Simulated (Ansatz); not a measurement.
**ZrOs: a relaxation**

The task is a relaxation on ZrOs. The structure is shown as the input types it.

Computed with Ansatz 0.2.0 (DFT, PBEsol, PAW with Ansatz's default frozen-core files, scalar-relativistic; relaxation of cell and atoms, unless a step's input says otherwise).

1 further run of the same task is left out (it didn't finish).

## 1. Starting point

It takes space group Pm-3m (No. 221, cubic). Conventional cell: a = 3.247 Å, b = 3.247 Å, c = 3.247 Å, α = 90.00°, β = 90.00°, γ = 90.00°. Zr (site symmetry m-3m) has 8 Os at 2.81 Å as nearest neighbours. Around Os (site symmetry m-3m) lie 8 Zr at 2.81 Å.

Coordinates:

```
Zr Os
1.0
     3.24692    0.00000    0.00000
     0.00000    3.24692    0.00000
     0.00000    0.00000    3.24692
Zr Os
1 1
Cartesian
  1.6235 1.6235 1.6235
  0.0000 0.0000 0.0000
```

## 2. Input and run

Input file input.yaml:

```yaml
crystal:
  lattice:
    - [3.24691691872, 0.0, 0.0]
    - [0.0, 3.24691691872, 0.0]
    - [0.0, 0.0, 3.24691691872]
  atoms:
    - { symbol: Zr, position: [0.5, 0.5, 0.5] }
    - { symbol: Os, position: [0.0, 0.0, 0.0] }
kpoints:
  mp_grid: { grid: [14, 14, 14] }
scf:
  occupations: { method: fermi_dirac, width: 0.1 }
  max_iter: 60
hamiltonian:
  xc: pbesol
  pseudopotentials: { kind: paw }
relax:
  f_tol: 0.002
  max_steps: 80
  cell: { p_target: 20 }
output:
  forces: true
  stress: true
  write_density: true
  write_potential: true
  elf: true
  volumetric_format: npy
magnetization:
  spin_polarized: true
  initial_magnetization: 40
```

The run is started by

```
$ ansatz run input.yaml --threads 1 --pin off --max-ram 2048MiB --backend cpu --events-out ev --progress --plain --runs-dir out
```

Standard output:

```text
Warning: where an SCF of this run starts from atoms to list the orders of its open shells, Zr (site 0, from 0) starts with 2.00 μB on its 4d shell, in the place of the 20.00 μB that the deck gives it: its open shells can hold no more by Hund's first rule. To start from spheres of the given moment, type scf.initial_density.shell_occupations: []
Warning: where an SCF of this run starts from atoms to list the orders of its open shells, Os (site 1, from 0) starts with 4.00 μB on its 5d shell, in the place of the 20.00 μB that the deck gives it: its open shells can hold no more by Hund's first rule. To start from spheres of the given moment, type scf.initial_density.shell_occupations: []
Engine: ansatz 0.2.0
Pseudopotentials: kind: paw
Pseudopotential: Zr, paw, valence charge 12, recommended cutoff 420 eV (normal), Zr.paw.azcp
Pseudopotential: Os, paw, valence charge 16, recommended cutoff 420 eV (normal), Os.paw.azcp
Functional definition: PBEsol
  exchange = pbesol_x
  correlation = pbesol_c
Crystal: 2 atoms, lattice volume = 34.231 Å³
Basis set: ecut = 420 eV, 691 PW (Γ), exchange–correlation on 48×48×48 points (8 copies of the dense FFT grid, shifted against one another)
Bands: 41, of which v1, the nominal top of the filled ones, is band 14 counted from 1 (13 counted from 0)
Symmetry: 48 space group operations
Space group: Pm-3m (ITA 221), of the structure as read, at distance tolerance 3.2e-5 Å
Magnetic group: BNS 221.92 (UNI 1594), of the structure as read, at distance tolerance 3.2e-5 Å
k-points: 120 of 2744
Non-local potential: Zr, projectors of the file, l = 0: 3, l = 1: 2, l = 2: 2, l = 3: 2
Non-local potential: Os, projectors of the file, l = 0: 3, l = 1: 2, l = 2: 2, l = 3: 1
PAW form: soft (Blöchl's): semilocal exchange-correlation on the pseudo side does not see the compensation charge
PAW frozen core: Zr, regenerated for the run's functional, and the local potential with it (the file was generated under x = pbe(κ = 0.804, μ = 0.2195149727645171), c = pbe(β = 0.06672455060314922))
PAW frozen core: Os, regenerated for the run's functional, and the local potential with it (the file was generated under x = pbe(κ = 0.804, μ = 0.2195149727645171), c = pbe(β = 0.06672455060314922))
PAW one-centre angular grid: Zr, 590 points (default); XC on 64 Gauss nodes
PAW one-centre angular grid: Os, 590 points (default); XC on 64 Gauss nodes
Initial density: superposition of atomic densities (chi_scale 0.1, normalization cell, long waves kept (reshape's long-wave potential 0.00 eV rms))
Starting moments: Σ|m| = 40 μB on 2 of 2 sites
Initial wavefunctions: pseudopotential atomic-orbital guess
Functional: x = pbesol(κ = 0.804, μ = 0.12345679012345678), c = pbesol(β = 0.046)
SCF iter   1: F=—  HF=-15376.019576 eV  |F-HF|=—  |Δ(HF+E_count)|=         —  Δρ=1.02e-1 (↑1.02e-1 ↓6.18e-2)  dr2=4.71e0  dr2_m=1.57e0  M=2.230 μB ∫|m|=2.230 μB  β_m=0.30  ethr=3.10e-3  ⟨swp⟩=6.1  Hψ=45612  notcnv=0  defer=409
Mixer restart at iter 1: flushing history
preconditioner: auto → none  [metal: Δε(μ)=0.009 eV  Ē_g=22.629 eV  σ=0.100 eV  W_gap=0.02  n_scr=6 (ndim 8)  ℏωp=22.0 eV  f_vac=0.000  D(μ)=2.80/eV (n_scr^D=26)  sad-step TF]
SCF iter   2: F=—  HF=-15376.803643 eV  |F-HF|=—  |Δ(HF+E_count)|=   7.84e-1  Δρ=7.87e-2 (↑7.87e-2 ↓5.20e-2)  dr2=2.01e0  dr2_m=1.11e0  M=1.646 μB ∫|m|=1.706 μB  β_m=0.65  ethr=3.10e-3  ⟨swp⟩=2.0  Hψ=15192  notcnv=0  defer=2690
SCF iter   3: F=—  HF=-15380.104077 eV  |F-HF|=—  |Δ(HF+E_count)|=    3.30e0  Δρ=2.24e-2 (↑2.24e-2 ↓2.05e-2)  dr2=2.05e-2  dr2_m=1.29e-1  M=0.167 μB ∫|m|=1.022 μB  β_m=0.79  ethr=3.10e-3  ⟨swp⟩=2.4  Hψ=14883  notcnv=0  defer=2720
SCF iter   4: F=—  HF=-15380.745725 eV  |F-HF|=—  |Δ(HF+E_count)|=         —  Δρ=1.56e-2 (↑1.26e-2 ↓1.56e-2)  dr2=1.09e-2  dr2_m=6.11e-2  M=-0.025 μB ∫|m|=0.223 μB  β_m=0.79  ethr=7.33e-5  ⟨swp⟩=2.0  Hψ=18096  notcnv=0  defer=2700
Mixer restart at iter 4: flushing history
SCF iter   5: F=—  HF=-15380.753208 eV  |F-HF|=—  |Δ(HF+E_count)|=   7.48e-3  Δρ=6.65e-3 (↑6.65e-3 ↓4.36e-3)  dr2=5.64e-3  dr2_m=9.16e-3  M=-0.010 μB ∫|m|=0.096 μB  β_m=0.89  ethr=3.89e-5  ⟨swp⟩=2.4  Hψ=16246  notcnv=0  defer=2711
SCF iter   6: F=—  HF=-15380.757166 eV  |F-HF|=—  |Δ(HF+E_count)|=   3.96e-3  Δρ=4.44e-3 (↑1.91e-3 ↓4.44e-3)  dr2=2.53e-2  dr2_m=7.02e-4  M=-0.003 μB ∫|m|=0.030 μB  β_m=0.69  ethr=2.01e-5  ⟨swp⟩=2.2  Hψ=15903  notcnv=0  defer=2711
SCF iter   7: F=—  HF=-15380.753868 eV  |F-HF|=—  |Δ(HF+E_count)|=   3.30e-3  Δρ=7.92e-4 (↑7.92e-4 ↓2.86e-4)  dr2=3.95e-4  dr2_m=5.40e-5  M=-0.001 μB ∫|m|=0.009 μB  β_m=0.64  ethr=2.01e-5  ⟨swp⟩=2.6  Hψ=13252  notcnv=0  defer=2711
SCF iter   8: F=—  HF=-15380.753821 eV  |F-HF|=—  |Δ(HF+E_count)|=   4.74e-5  Δρ=1.79e-4 (↑1.79e-4 ↓1.61e-4)  dr2=2.78e-6  dr2_m=8.46e-6  M=-0.000 μB ∫|m|=0.004 μB  β_m=0.79  ethr=1.41e-6  ⟨swp⟩=1.0  Hψ=10472  notcnv=0  defer=2708
SCF iter   9: F=—  HF=-15380.753830 eV  |F-HF|=—  |Δ(HF+E_count)|=   8.91e-6  Δρ=1.30e-5 (↑1.23e-5 ↓1.30e-5)  dr2=6.29e-9  dr2_m=4.74e-8  M=-0.000 μB ∫|m|=0.000 μB  β_m=0.90  ethr=9.95e-9  ⟨swp⟩=2.4  Hψ=12819  notcnv=0  defer=2708
SCF iter  10: F=—  HF=-15380.753830 eV  |F-HF|=—  |Δ(HF+E_count)|=   1.33e-7  Δρ=2.53e-6 (↑2.53e-6 ↓2.16e-6)  dr2=2.01e-9  dr2_m=1.45e-9  M=-0.000 μB ∫|m|=0.000 μB  β_m=0.95  ethr=2.25e-11  ⟨swp⟩=2.0  Hψ=13368  notcnv=0  defer=2708
SCF iter  11: F=—  HF=-15380.753830 eV  |F-HF|=—  |Δ(HF+E_count)|=   3.39e-9  Δρ=2.35e-7 (↑1.70e-7 ↓2.35e-7)  dr2=5.69e-11  dr2_m=4.30e-12  M=-0.000 μB ∫|m|=0.000 μB  β_m=0.96  ethr=7.19e-12  ⟨swp⟩=2.1  Hψ=12156  notcnv=0  defer=2708
SCF iter  12: F=-15380.753830 eV  HF=-15380.753830 eV  |F-HF|=0.00e0  |Δ(HF+E_count)|=  9.09e-12  Δρ=2.10e-8 (↑1.38e-8 ↓2.10e-8)  dr2=1.10e-13  dr2_m=7.17e-14  M=-0.000 μB ∫|m|=0.000 μB  ethr=1.00e-12  ⟨swp⟩=3.5  Hψ=27568  notcnv=0
WARN: the starting moments were not kept: the SCF closed with an absolute magnetisation of 1.9e-7 μB, where they sum to 40 μB in size (2 sites). That is at most 0.1 of that sum. Measured as dr2_m measures the in/out step, that magnetisation stands 4.8e-15 eV from none, at or under the dr2_threshold of 1.0e-7 eV: it is no larger than a step whose dr2_m would equal this threshold. The system may hold no moment; this SCF shows only that its start led to no more than that. To try another start: raise the starting moments (crystal.atoms[].spin, magnetization.per_species, magnetization.initial_magnetization, or on a non-collinear deck that types none of these the spinor_matrix: blocks that start its atoms; where the total moment is fixed, keep their sum and leave initial_magnetization as it is; typed ones take the place of any that the run laid by itself, positive ones on a crystal's lanthanoids without a Hubbard term where scf.initial_density.shell_occupations: [] is typed) or, if the notice of its spin-set hold's release reads "site moments contracting" or "site moments show no strong build", lengthen the hold (scf.mixing.spin_hold: { on: { confirm: 4 } }; for m-r²SCAN on two components see the key's manual first). Each may lead to a state that holds a moment. A second SCF, from the converged charge density, with the starting moments and any scf.initial_density.shell_occupations laid on it anew, would have followed, and was not run: the deck does not ask for one (magnetization.retry_lost_moments is false, the default). To let it run, set magnetization.retry_lost_moments: true and run the deck again, where that key's refused combinations let it; where memory then withholds it, that run's warning says so.
SCF 1 converged in 12 iterations: F = -15380.753830 eV  dr2 = 1.10e-13
relax step   1: F+E_penalty+E_count = -15380.75382993 eV  Δ(F+E_penalty+E_count) = +0.000e0 eV  max|allowed force component| = 7.363e-30 eV/Å  Δτ_max = 0.0000 Å  P = +0.002 GPa  Ω = 34.231 Å³  (12 SCF iters, accepted)
[... 19 lines left out ...]
relax step   2: F+E_penalty+E_count = -15380.15373468 eV  Δ(F+E_penalty+E_count) = +6.001e-1 eV  max|allowed force component| = 1.512e-30 eV/Å  Δτ_max = 0.0000 Å  P = +45.921 GPa  Ω = 29.464 Å³  energy of the carried Pulay correction = +1.591e-3 eV  (9 SCF iters, dr2 threshold 2.00e-7 eV, rejected (line search))
[... 16 lines left out ...]
relax step   3: F+E_penalty+E_count = -15380.63742038 eV  Δ(F+E_penalty+E_count) = +1.164e-1 eV  max|allowed force component| = 9.861e-31 eV/Å  Δτ_max = 0.0000 Å  P = +17.656 GPa  Ω = 31.978 Å³  energy of the carried Pulay correction = +7.235e-4 eV  (10 SCF iters, accepted)
[... 15 lines left out ...]
relax step   4: F+E_penalty+E_count = -15380.60474765 eV  Δ(F+E_penalty+E_count) = +3.267e-2 eV  max|allowed force component| = 2.367e-30 eV/Å  Δτ_max = 0.0000 Å  P = +20.268 GPa  Ω = 31.701 Å³  energy of the carried Pulay correction = +8.159e-4 eV  (9 SCF iters, dr2 threshold 2.00e-7 eV, accepted)
[... 11 lines left out ...]
relax step   5: F+E_penalty+E_count = -15380.60828643 eV  Δ(F+E_penalty+E_count) = -3.539e-3 eV  max|allowed force component| = 1.841e-30 eV/Å  Δτ_max = 0.0000 Å  P = +19.997 GPa  Ω = 31.729 Å³  energy of the carried Pulay correction = +8.064e-4 eV  (6 SCF iters, dr2 threshold 1.80e-7 eV, accepted)
[... 12 lines left out ...]
relax step   6: F+E_penalty+E_count = -15380.60740471 eV  Δ(F+E_penalty+E_count) = +8.817e-4 eV  max|allowed force component| = 1.052e-30 eV/Å  Δτ_max = 0.0000 Å  P = +20.008 GPa  Ω = 31.729 Å³  stress off target by 7.59e-3 GPa  SCF on the basis re-selected at this cell (its energy is not comparable with the rows above)  (7 SCF iters)
basis re-selected at this cell: Δ(F+E_penalty+E_count) = +8.817e-4 eV, ΔP = +0.010 GPa vs the last step (what re-selecting the basis moved, of the pressure what is left beyond the Pulay correction that the steps carried, after the strain that the cell walked since its last selection, with what the two solves' SCF thresholds leave and, on support functions, any second-order correction that the steps lacked; it is no measure of the basis error at this ecutwfc). This SCF's stress stands 7.59e-3 GPa from its target on what of the cell is left free (relax.cell.stress_tol is 5.00e-2 GPa) and its largest allowed force component is 1.05e-30 eV/Å (relax.f_tol is 2.00e-3 eV/Å): within both
SCF converged after 7 iterations
Magnetization: 0.0000 μB (14.0000 up, 14.0000 down)
Absolute magnetization: 0.0000 μB (∫|ρ↑−ρ↓|, with the PAW one-centre terms)
Spin contamination: 0.0000 ħ² per cell (⟨S²⟩ above its minimum at these occupations)
Per-site moments (μB) at R_I (Å): [(2.0359952674272985e-9, 1.1309424385989864), (-2.8099415885578654e-9, 1.1309424385989864)]
Free energy (F): -15380.607405 eV
Harris-Foulkes:  -15380.607405 eV  (|F-HF|=3.64e-12)
Internal energy: -15380.592065 eV  (E = F + TS)
E sigma→0 (E₀):  -15380.599735 eV
Entropy (-TS):   -0.015340 eV (-7.670 meV/atom)
Fermi energy:    21.828658 eV
--- Per-component energies (eV) ---
  E_band       = -128.251394
  E_kinetic    = 906.118982
  E_local      = -1413.248256  (includes V_loc(G=0)·N_el)
  E_nonlocal   = 82.772566
  E_hartree    = 534.857700
  E_xc         = -429.511448
  E_vxc        = -479.130611  (∫ρ·V_xc dr)
  E_paw        = -11780.582893  (= ΣΔE_a)
  E_vpaw       = -294.479410  (= ΣTr[D̂ρ^β])
  E_aug_tail   = -0.000045  (compensation charges beyond the density's cutoff)
  E_ewald      = -3281.412325
  E_core_change = 0.413653  (= ΣΔE_core)
  E_smearing   = -0.015340  (= −TS)
  E_closure    = 0.000000  (closes the sum)
  Σ components = -15380.607405   (vs F -15380.607405, Δ=0.00e0)
--- Forces (eV/Å), atoms counted from 1 ---
  atom   1  Zr     0.00000000    -0.00000000    -0.00000000
  atom   2  Os    -0.00000000     0.00000000     0.00000000
  max |Σ_I F_I| component: 2.10e-30 eV/Å
--- Stress (GPa, compression-positive) ---
       20.007590       0.000000      -0.000000
        0.000000      20.007590      -0.000000
       -0.000000      -0.000000      20.007590
  P = ⅓ Tr σ = 20.0076 GPa (200.076 kbar)
--- Band table (eV; the first three rows and the last of 240) ---
  k-point 0 ↑: bands = ["-64.0783", "-26.5327", "-23.5061", "-23.5061", "-23.5061", "-4.4017", "-4.4017", "-4.4017", "13.5322", "15.9875", "15.9875", "20.1086", "20.1086", "20.1086", "24.2104", "24.2104", "27.7041", "27.7041", "27.7041", "30.6108", "30.6108", "30.6108", "35.9998", "35.9998", "35.9998", "39.7762", "44.0482", "44.0482", "44.4732", "49.0305", "49.0305", "51.2520", "51.2520", "51.2520", "57.2589", "57.2589", "57.2589", "59.2156", "59.2156", "59.2156", "60.5795"]
[... 3 lines left out ...]
--- Relaxed structure (5 steps of the walk, 4 accepted, 1 SCFs on fresh bases) ---
  F+E_penalty+E_count = -15380.60740471 eV   max|allowed force component| = 1.052e-30 eV/Å   (the final SCF, on the basis selected at the relaxed cell)
  cell:  # Å, volume = 31.7291 Å³
    - [3.1658178005483473, 7.6635962370408766e-34, -1.3040150665121908e-34]
    - [-2.6080301330243816e-34, 3.1658178005483473, 1.2839532962581572e-34]
    - [-2.0061770254033706e-36, -1.2839532962581572e-34, 3.1658178005483473]
  atoms:
    - { symbol: Zr, position: [0.5, 0.5, 0.5] }
    - { symbol: Os, position: [4.776581316780043e-48, 3.512192144691208e-49, -4.917069002567692e-49] }
```

It took 85 s on 1 thread of Arm Neoverse V2, shared host; peak memory 0.52 GiB.

## 3. A second look at the input

This run ends as converged, with warnings (given moment on shells, seeded moment not kept). Its log warns: «where an SCF of this run starts from atoms to list the orders of its open shells, Zr (site 0, from 0) starts with 2.00 μB on its 4d shell ...»

The suspect setting: magnetization.spin_polarized is true; magnetization.initial_magnetization is 40. What could go wrong: unrealistic starting moment. The run ends with a total moment of 0.00 μB. The run converged, but that does not make its result sound.

The test: delete magnetization.spin_polarized and magnetization.initial_magnetization (the default then holds).

## 4. Second run, to compare

Other changes include scf.max_iter, output requests.

input.yaml, as its differences from that of step 2:

```diff
@@ -12,3 +12,2 @@
   occupations: { method: fermi_dirac, width: 0.1 }
-  max_iter: 60
 hamiltonian:
@@ -23,8 +22 @@
   stress: true
-  write_density: true
-  write_potential: true
-  elf: true
-  volumetric_format: npy
-magnetization:
-  spin_polarized: true
-  initial_magnetization: 40
```

The run is started by

```
$ ansatz run input.yaml --threads 1 --pin off --max-ram 2048MiB --backend cpu --events-out ev --progress --plain --runs-dir out
```

From the output:

```text
[...]
Basis set: ecut = 420 eV, 691 PW (Γ), exchange–correlation on 48×48×48 points (8 copies of the dense FFT grid, shifted against one another)
[...]
k-points: 120 of 2744
[...]
SCF iter   1: F=—  HF=-15380.753238 eV  |F-HF|=—  |Δ(HF+E_count)|=         —  Δρ=3.40e-3  dr2=1.63e-3  ethr=1.77e-3  ⟨swp⟩=4.0  Hψ=8689  notcnv=0
preconditioner: auto → none  [metal: Δε(μ)=0.066 eV  Ē_g=5.307 eV  σ=0.100 eV  W_gap=0.16  n_scr=6 (ndim 8)  ℏωp=22.0 eV  f_vac=0.000  D(μ)=0.37/eV (n_scr^D=0)  sad-step TF]
SCF iter   2: F=—  HF=-15380.753871 eV  |F-HF|=—  |Δ(HF+E_count)|=   6.33e-4  Δρ=1.99e-3  dr2=7.84e-4  ethr=5.82e-6  ⟨swp⟩=2.1  Hψ=3799  notcnv=0
[...]
relax step   1: F+E_penalty+E_count = -15380.75382993 eV  Δ(F+E_penalty+E_count) = +0.000e0 eV  max|allowed force component| = 6.416e-29 eV/Å  Δτ_max = 0.0000 Å  P = +0.002 GPa  Ω = 34.231 Å³  (6 SCF iters, dr2 threshold 1.00e-7 eV, accepted)
[...]
Basis set: ecut = 420 eV, 587 PW (Γ), exchange–correlation on 48×48×48 points (8 copies of the dense FFT grid, shifted against one another)
[...]
relax step   2: F+E_penalty+E_count = -15380.15373468 eV  Δ(F+E_penalty+E_count) = +6.001e-1 eV  max|allowed force component| = 9.861e-31 eV/Å  Δτ_max = 0.0000 Å  P = +45.921 GPa  Ω = 29.464 Å³  energy of the carried Pulay correction = +1.591e-3 eV  (6 SCF ite
[...]
Basis set: ecut = 420 eV, 619 PW (Γ), exchange–correlation on 48×48×48 points (8 copies of the dense FFT grid, shifted against one another)
[...]
relax step   3: F+E_penalty+E_count = -15380.63742022 eV  Δ(F+E_penalty+E_count) = +1.164e-1 eV  max|allowed force component| = 2.919e-29 eV/Å  Δτ_max = 0.0000 Å  P = +17.656 GPa  Ω = 31.978 Å³  energy of the carried Pulay correction = +7.235e-4 eV  (7 SCF ite
[...]
relax step   4: F+E_penalty+E_count = -15380.60474763 eV  Δ(F+E_penalty+E_count) = +3.267e-2 eV  max|allowed force component| = 8.546e-31 eV/Å  Δτ_max = 0.0000 Å  P = +20.268 GPa  Ω = 31.701 Å³  energy of the carried Pulay correction = +8.159e-4 eV  (6 SCF ite
[...]
relax step   5: F+E_penalty+E_count = -15380.60828607 eV  Δ(F+E_penalty+E_count) = -3.538e-3 eV  max|allowed force component| = 1.643e-30 eV/Å  Δτ_max = 0.0000 Å  P = +19.997 GPa  Ω = 31.729 Å³  energy of the carried Pulay correction = +8.064e-4 eV  (6 SCF ite
[...]
SCF iter   5: F=-15380.607404 eV  HF=-15380.607404 eV  |F-HF|=5.46e-12  |Δ(HF+E_count)|=  5.82e-11  Δρ=9.53e-8  dr2=2.09e-12  ethr=1.23e-12  ⟨swp⟩=2.0  Hψ=2429  notcnv=0
SCF iter   6: F=-15380.607404 eV  HF=-15380.607404 eV  |F-HF|=0.00e0  |Δ(HF+E_count)|=  1.82e-12  Δρ=1.64e-8  dr2=6.16e-14  ethr=1.00e-12  ⟨swp⟩=3.6  Hψ=8190  notcnv=0
[...]
relax step   6: F+E_penalty+E_count = -15380.60740427 eV  Δ(F+E_penalty+E_count) = +8.818e-4 eV  max|allowed force component| = 1.643e-30 eV/Å  Δτ_max = 0.0000 Å  P = +20.008 GPa  Ω = 31.729 Å³  stress off target by 7.63e-3 GPa  SCF on the basis re-selected at
[...]
SCF converged after 6 iterations
Free energy (F): -15380.607404 eV
[...]
E sigma→0 (E₀):  -15380.599734 eV
[...]
Fermi energy:    21.828661 eV
[...]
  P = ⅓ Tr σ = 20.0076 GPa (200.076 kbar)
--- Relaxed structure (5 steps of the walk, 4 accepted, 1 SCFs on fresh bases) ---
[...]
```

Run time: 17 s. Hardware: 1 thread of Arm Neoverse V2, shared host; peak memory 0.37 GiB.

| run | ending | energy change | pressure (GPa) | gap (eV) | force (eV/Å) | cycles | time |
| --- | --- | --- | --- | --- | --- | --- | --- |
| first try | converged | 0.0 meV/atom | 20.0 | 0.00 | 0.00 | 53 | 85 s |
| second try | converged | 0 | 20.0 | 0.00 | 0.00 | 37 | 17 s |

## 5. What came out

| quantity | value |
| --- | --- |
| first try | converged |
| setting under test | spin_polarized true, initial_magnetization 40 |
| second try | converged |
| energy (zero set by the potentials) | -15380.6074 eV |
| pressure | 20.01 GPa |
| gap on the mesh | none (metal on this mesh) |
| largest force | 0.000 eV/Å |

**Reading.** Both runs end at the same energy: the doubtful setting did not spoil the result here, but it cost 53 cycles against 37.
